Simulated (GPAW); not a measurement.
# SiF (R-3m) in GPAW: notebook

Aim: see how the results for SiF move with the level of theory and the settings. Levels: RPBE, RPBE+D3, RPBE+D3(BJ), RPBE+D3(BJ)+ATM, RPBE+D4. Tasks: relaxation of cell and atoms.

Everything below comes from runs of GPAW 26.7.0. Logs are shortened: lines on timing, memory, paths and dates and some standing lists are left out, and cuts for length are marked. The log counts tension as positive stress, the text compression.

## Step 1: The crystal as given

It takes space group R-3m (No. 166, trigonal). Conventional cell: a = 2.677 Å, b = 2.677 Å, c = 11.695 Å, α = 90.00°, β = 90.00°, γ = 120.00°. Si (site symmetry -3m) has 6 F at 2.49 Å and 6 Si at 2.68 Å as nearest neighbours. F (site symmetry -3m) is surrounded by 6 Si at 2.49 Å and 6 F at 2.68 Å.

The cell was built by a generator and needn't be a form met in nature.

## Step 2: Relaxation of cell and atoms, RPBE

run.py

```python
from ase.filters import FrechetCellFilter
from ase.io import read, write
from ase.optimize import BFGS
from gpaw import GPAW, PW

atoms = read('SiF.xyz')

calc = GPAW(mode=PW(800),
            xc='RPBE',
            kpts={'size': (7, 7, 7), 'gamma': True},
            occupations={'name': 'fermi-dirac', 'width': 0.05},
            nbands=13,
            convergence={'density': 1e-05, 'forces': 0.0001},
            maxiter=150,
            txt='gpaw.txt')
atoms.calc = calc
opt = BFGS(FrechetCellFilter(atoms), trajectory='relax.traj', logfile='-')
done = opt.run(fmax=0.02, steps=60)
calc.write('gs.gpw')
write('result.traj', atoms)
print('Converged:', done)
print('Cell:', atoms.cell.cellpar().round(4))
print('Volume:', round(atoms.get_volume(), 4))
print(atoms.get_scaled_positions().round(5))
```

SiF.xyz

```xyz
2
Lattice="1.3385993048 0.7728406690 3.8983100000 -1.3385993048 0.7728406690 3.8983100000 0.0000000000 -1.5456813379 3.8983100000" Properties=species:S:1:pos:R:3 pbc="T T T"
Si     0.0000000000      0.0000000001      5.8474650000
F      0.0000000000      0.0000000000      0.0000000000
```

Potentials or basis: the program's PAW data sets (release 1.2.1) made for this functional, pw.

Command:

```sh
$ OMP_NUM_THREADS=1 python run.py
```

gpaw.txt:

```text
__  _  _
 | _ |_)|_||  |
 |__||  | ||/\| - 26.7.0

Input parameters:
  mode=PW(ecut=800.0),
  convergence={'density': 1e-05, 'forces': 0.0001},
  kpts=MonkhorstPack(size=(7, 7, 7), gamma=True),
  maxiter=150,
  nbands=13,
  occupations=Occupations(name='fermi-dirac', width=0.05),
  xc=XC(name='RPBE')

Diagonalizing LCAO Hamiltonian
Converting LCAO to pw mode

       Si

       F

Atoms  # Å, Bohr magnetons
|   | symbol |        x |        y |        z |    initial magnetic moments |
|---|--------|----------|----------|----------|-----------------------------|
| 0 |     Si | 0.000000 | 0.000000 | 5.847465 | ( 0.0000,  0.0000,  0.0000) |
| 1 |      F | 0.000000 | 0.000000 | 0.000000 | ( 0.0000,  0.0000,  0.0000) |

Unit cell  # Å
| periodic |         x |         y |        z |  lengths |    angles |
|----------|-----------|-----------|----------|----------|-----------|
|      yes |  1.338599 |  0.772841 | 3.898310 | 4.193561 | 37.229527 |
|      yes | -1.338599 |  0.772841 | 3.898310 | 4.193561 | 37.229527 |
|      yes |  0.000000 | -1.545681 | 3.898310 | 4.193561 | 37.229527 |

Number of symmetries: 12
Symmetry operations  # r_c * U_cc + t_c -> r_c
|    | kind |            matrix            |
|----|------|------------------------------|
|  0 |  E   |  1, 0, 0,  0, 1, 0,  0, 0, 1 |
|  1 |  σ   |  1, 0, 0,  0, 0, 1,  0, 1, 0 |
|  2 |  σ   |  0, 1, 0,  1, 0, 0,  0, 0, 1 |
|  3 |  C3  |  0, 1, 0,  0, 0, 1,  1, 0, 0 |
|  4 |  C3  |  0, 0, 1,  1, 0, 0,  0, 1, 0 |
|  5 |  σ   |  0, 0, 1,  0, 1, 0,  1, 0, 0 |
|  6 |  C2  |  0, 0,-1,  0,-1, 0, -1, 0, 0 |
|  7 |  S6  |  0, 0,-1, -1, 0, 0,  0,-1, 0 |
|  8 |  S6  |  0,-1, 0,  0, 0,-1, -1, 0, 0 |
|  9 |  C2  |  0,-1, 0, -1, 0, 0,  0, 0,-1 |
| 10 |  C2  | -1, 0, 0,  0, 0,-1,  0,-1, 0 |
| 11 |  i   | -1, 0, 0,  0,-1, 0,  0, 0,-1 |
[... 183 lines left out ...]
No gap
No difference between direct/indirect transitions

Stress tensor  # eV/Ang^3
|         x |         y |         z |
|-----------|-----------|-----------|
| -0.008997 |  0.000000 |  0.000000 |
|  0.000000 | -0.008997 |  0.000000 |
|  0.000000 |  0.000000 | -0.013267 |

Forces  # eV/Ang
|        x |       y |        z |
|----------|---------|----------|
| -0.00000 | 0.00000 | -0.00000 |  # Si   0
|  0.00000 | 0.00000 |  0.00000 |  # F    1

Interpolating wave functions to new cell

       Si

       F

Atoms  # Å, Bohr magnetons
|   | symbol |         x |        y |         z |    initial magnetic moments |
|---|--------|-----------|----------|-----------|-----------------------------|
| 0 |     Si | -0.000000 | 0.000000 |  5.854173 | ( 0.0000,  0.0000,  0.0000) |
| 1 |      F |  0.000000 | 0.000000 | -0.000000 | ( 0.0000,  0.0000,  0.0000) |

Unit cell  # Å
| periodic |         x |         y |        z |  lengths |    angles |
|----------|-----------|-----------|----------|----------|-----------|
|      yes |  1.339640 |  0.773442 | 3.902782 | 4.198161 | 37.217221 |
|      yes | -1.339640 |  0.773442 | 3.902782 | 4.198161 | 37.217221 |
|      yes | -0.000000 | -1.546884 | 3.902782 | 4.198161 | 37.217221 |
[... 197 lines left out ...]
No gap
No difference between direct/indirect transitions

Stress tensor  # eV/Ang^3
|         x |         y |         z |
|-----------|-----------|-----------|
| -0.007899 |  0.000000 |  0.000000 |
|  0.000000 | -0.007899 |  0.000000 |
|  0.000000 |  0.000000 | -0.010546 |

Forces  # eV/Ang
|       x |       y |        z |
|---------|---------|----------|
| 0.00000 | 0.00000 | -0.00000 |  # Si   0
| 0.00000 | 0.00000 |  0.00000 |  # F    1

Interpolating wave functions to new cell

       Si

       F

Atoms  # Å, Bohr magnetons
|   | symbol |         x |        y |         z |    initial magnetic moments |
|---|--------|-----------|----------|-----------|-----------------------------|
| 0 |     Si | -0.000000 | 0.000000 |  5.887519 | ( 0.0000,  0.0000,  0.0000) |
| 1 |      F | -0.000000 | 0.000000 | -0.000000 | ( 0.0000,  0.0000,  0.0000) |

Unit cell  # Å
| periodic |         x |         y |        z |  lengths |    angles |
|----------|-----------|-----------|----------|----------|-----------|
|      yes |  1.345345 |  0.776735 | 3.925013 | 4.221255 | 37.169532 |
|      yes | -1.345345 |  0.776735 | 3.925013 | 4.221255 | 37.169532 |
|      yes | -0.000000 | -1.553470 | 3.925013 | 4.221255 | 37.169532 |
[... 150 lines left out ...]
SCF iterations
|iter     | |      energy | eigst |  dens |force |
|---------|-|-------------|-------|-------|------|
|iter:   1| |   -7.984929 | -1.06 |       |      |
|iter:   2| |   -7.978793 | -3.70 | -1.81 |      |
|iter:   3| |   -7.966526 | -2.37 | -1.89 |      |
|iter:   4| |   -7.966507 | -4.79 | -2.58 |      |
|iter:   5| |   -7.966574c| -4.72 | -2.83 |      |
|iter:   6| |   -7.966581c| -6.53 | -3.62 |      |
|iter:   7| |   -7.966582c| -7.45c| -4.35 |      |
|iter:   8| |   -7.966582c| -8.40c| -4.98 |      |
|iter:   9| |   -7.966582c| -9.35c| -5.86c|      |
|iter:  10| |   -7.966582c|-10.18c| -6.37c|-24.96c|

Converged in 10 steps
Energy contributions relative to reference atoms: (reference = -10606.135943)

Energy contributions:
  Kinetic:           7.350629
  Coulomb:          -6.577614
  Zero:              0.087552
  External:          0.000000
  Xc:               -8.822663
  Entropy:          -0.008974
  Spinorbit:         0.000000
  ----------------------------
  Free energy:      -7.971069
  Extrapolated:     -7.966582

dipole moment: (-0.000000, -0.000000, -35.266378)  # |e|*Ang

Fermi level: 6.511
Eigenvalues  # (at kpt = [0.000, 0.000, 0.000])
| band index |      eig [eV] | occ [0-2] |
|------------|---------------|-----------|
|          0 |       -17.352 |     2.000 |
|          1 |        -4.128 |     2.000 |
|          2 |        -0.521 |     2.000 |
|          3 |         3.273 |     2.000 |
|          4 |         3.273 |     2.000 |
|          5 |         9.877 |     0.000 |
|          6 |        14.416 |     0.000 |
|          7 |        17.575 |     0.000 |
|          8 |        17.575 |     0.000 |
|          9 |        19.394 |     0.000 |
|         10 |        19.394 |     0.000 |
|         11 |        24.860 |     0.000 |
|         12 |        24.860 |     0.000 |

No gap
No difference between direct/indirect transitions

Stress tensor  # eV/Ang^3
|         x |         y |        z |
|-----------|-----------|----------|
| -0.002195 |  0.000000 | 0.000000 |
|  0.000000 | -0.002195 | 0.000000 |
| -0.000000 |  0.000000 | 0.002539 |

Forces  # eV/Ang
|       x |        y |       z |
|---------|----------|---------|
| 0.00000 | -0.00000 | 0.00000 |  # Si   0
| 0.00000 |  0.00000 | 0.00000 |  # F    1

Interpolating wave functions to new cell

       Si

       F

Atoms  # Å, Bohr magnetons
|   | symbol |         x |        y |         z |    initial magnetic moments |
|---|--------|-----------|----------|-----------|-----------------------------|
| 0 |     Si | -0.000000 | 0.000000 |  5.887552 | ( 0.0000,  0.0000,  0.0000) |
| 1 |      F | -0.000000 | 0.000000 | -0.000000 | ( 0.0000,  0.0000,  0.0000) |

Unit cell  # Å
| periodic |         x |         y |        z |  lengths |    angles |
|----------|-----------|-----------|----------|----------|-----------|
|      yes |  1.345845 |  0.777024 | 3.925035 | 4.221489 | 37.181736 |
|      yes | -1.345845 |  0.777024 | 3.925035 | 4.221489 | 37.181736 |
|      yes | -0.000000 | -1.554048 | 3.925035 | 4.221489 | 37.181736 |
[... 197 lines left out ...]
No gap
No difference between direct/indirect transitions

Stress tensor  # eV/Ang^3
|         x |         y |         z |
|-----------|-----------|-----------|
| -0.001750 |  0.000000 | -0.000000 |
|  0.000000 | -0.001750 |  0.000000 |
|  0.000000 |  0.000000 |  0.002602 |

Forces  # eV/Ang
|       x |       y |        z |
|---------|---------|----------|
| 0.00000 | 0.00000 |  0.00000 |  # Si   0
| 0.00000 | 0.00000 | -0.00000 |  # F    1

Interpolating wave functions to new cell

       Si

       F

Atoms  # Å, Bohr magnetons
|   | symbol |         x |        y |         z |    initial magnetic moments |
|---|--------|-----------|----------|-----------|-----------------------------|
| 0 |     Si | -0.000000 | 0.000000 |  5.882862 | ( 0.0000,  0.0000,  0.0000) |
| 1 |      F | -0.000000 | 0.000000 | -0.000000 | ( 0.0000,  0.0000,  0.0000) |

Unit cell  # Å
| periodic |         x |         y |        z |  lengths |    angles |
|----------|-----------|-----------|----------|----------|-----------|
|      yes |  1.347882 |  0.778200 | 3.921908 | 4.219448 | 37.258738 |
|      yes | -1.347882 |  0.778200 | 3.921908 | 4.219448 | 37.258738 |
|      yes | -0.000000 | -1.556400 | 3.921908 | 4.219448 | 37.258738 |
[... 180 lines left out ...]
Fermi level: 6.487
Eigenvalues  # (at kpt = [0.000, 0.000, 0.000])
| band index |      eig [eV] | occ [0-2] |
|------------|---------------|-----------|
|          0 |       -17.376 |     2.000 |
|          1 |        -4.122 |     2.000 |
|          2 |        -0.532 |     2.000 |
|          3 |         3.228 |     2.000 |
|          4 |         3.228 |     2.000 |
|          5 |         9.855 |     0.000 |
|          6 |        14.370 |     0.000 |
|          7 |        17.477 |     0.000 |
|          8 |        17.477 |     0.000 |
|          9 |        19.336 |     0.000 |
|         10 |        19.336 |     0.000 |
|         11 |        24.769 |     0.000 |
|         12 |        24.769 |     0.000 |

No gap
No difference between direct/indirect transitions

Stress tensor  # eV/Ang^3
|         x |         y |        z |
|-----------|-----------|----------|
| -0.000020 |  0.000000 | 0.000000 |
| -0.000000 | -0.000020 | 0.000000 |
|  0.000000 |  0.000000 | 0.001129 |

Forces  # eV/Ang
|        x |       y |       z |
|----------|---------|---------|
| -0.00000 | 0.00000 | 0.00000 |  # Si   0
|  0.00000 | 0.00000 | 0.00000 |  # F    1

# Writing to gs.gpw (mode='')
```

It took 2 min on 1 thread of Arm Neoverse V1, shared host; peak memory 0.24 GiB.

Results:

```yaml
Free_energy: -7.9718 eV
Relaxed_volume: 12.34 Å³/atom
Relaxed_cell: a = 4.219 Å, b = 4.219 Å, c = 4.219 Å, α = 37.26°, β = 37.26°, γ = 37.26°
Space_group_after_relaxing_to_0.05_Å: R-3m (No. 166)
Energy_gained_by_relaxing: 3.1 meV/atom
Ionic_steps: 5
Pressure_after_relaxing: -0.1 GPa
Band_gap_on_the_k_mesh: none (metal or under the smearing width)
```

Step by step:
```csv
step,energy change (eV),largest force (eV/Å),pressure (GPa),volume (Å³)
1,0.0000,0.0000,1.67,24.20
2,-0.0012,0.0000,1.41,24.26
3,-0.0055,0.0000,0.10,24.61
4,-0.0056,0.0000,0.05,24.63
5,-0.0062,0.0000,-0.06,24.68
```

Final structure:
```yaml
crystal:
  lattice:
    - [1.34788, 0.77820, 3.92191]
    - [-1.34788, 0.77820, 3.92191]
    - [0.00000, -1.55640, 3.92191]
  atoms:
    - { symbol: Si, position: [0.50000, 0.50000, 0.50000] }
    - { symbol: F, position: [0.00000, 0.00000, 0.00000] }
```

Caveat: the k mesh is coarse (spacing up to 0.39 Å⁻¹), so the values aren't converged; later steps reuse the first step's grids; an odd number of electrons without spin polarisation forces a metal; a magnetic or distorted state may lie lower; the program warned that so skewed a cell can give wrong results.

## Step 3: Relaxation of cell and atoms, RPBE+D3

Changes to run.py since step 2:

```diff
@@ -1 +1,2 @@
+from ase.calculators.mixing import SumCalculator
 from ase.filters import FrechetCellFilter
@@ -3,2 +4,3 @@
 from ase.optimize import BFGS
+from dftd3.ase import DFTD3
 from gpaw import GPAW, PW
@@ -15,3 +17,3 @@
             txt='gpaw.txt')
-atoms.calc = calc
+atoms.calc = SumCalculator([calc, DFTD3(method='rpbe', damping='d3zero')])
 opt = BFGS(FrechetCellFilter(atoms), trajectory='relax.traj', logfile='-')
```

SiF.xyz is that of step 2.

Potentials or basis: the program's PAW data sets (release 1.2.1) made for this functional, pw.

Command:

```sh
$ OMP_NUM_THREADS=1 python run.py
```

Run time: 96 s. Hardware: 1 thread of Arm Neoverse V1, shared host; peak memory 0.23 GiB.

It converged, with:

| Quantity | Value |
| --- | --- |
| Free energy | -8.3714 eV |
| Relaxed volume | 11.90 Å³/atom |
| Relaxed cell | a = 4.196 Å, b = 4.196 Å, c = 4.196 Å, α = 36.86°, β = 36.86°, γ = 36.86° |
| Space group after relaxing (to 0.05 Å) | R-3m (No. 166) |
| Energy gained by relaxing | 0.0 meV/atom |
| Ionic steps | 4 |
| Pressure after relaxing | -0.1 GPa |
| Band gap on the k mesh | none (metal or under the smearing width) |
| Dispersion energy per atom | -0.208 eV |

Stress tensor (GPa, compression positive):
```
-0.03  0.00  0.00
 0.00 -0.03  0.00
 0.00  0.00 -0.20
```

Final structure:
```cif
data_structure
_symmetry_space_group_name_H-M 'P 1'
_symmetry_Int_Tables_number 1
_cell_length_a 4.1958
_cell_length_b 4.1958
_cell_length_c 4.1958
_cell_angle_alpha 36.856
_cell_angle_beta 36.856
_cell_angle_gamma 36.856
_cell_volume 23.81
loop_
_atom_site_label
_atom_site_type_symbol
_atom_site_fract_x
_atom_site_fract_y
_atom_site_fract_z
_atom_site_occupancy
Si1 Si 0.50000 0.50000 0.50000 1
F1 F 0.00000 0.00000 0.00000 1
```

Levels at points of the mesh, in eV from the Fermi level:
| k point | band 1 | band 2 | band 3 | band 4 | band 5 | band 6 | band 7 | band 8 | band 9 |
| --- | --- | --- | --- | --- | --- | --- | --- | --- | --- |
| (0.00, 0.00, 0.00) | -24.09 | -10.88 | -7.31 | -3.29 | -3.29 | 3.40 | 7.98 | 11.60 | 11.60 |

Caveat: the k mesh is coarse (spacing up to 0.39 Å⁻¹), so the values aren't converged; later steps reuse the first step's grids; an odd number of electrons without spin polarisation forces a metal; a magnetic or distorted state may lie lower; pairwise dispersion overbinds metals, which lowers pressure and volume; the program warned that so skewed a cell can give wrong results.

(Part 1 of 2 ends here.)
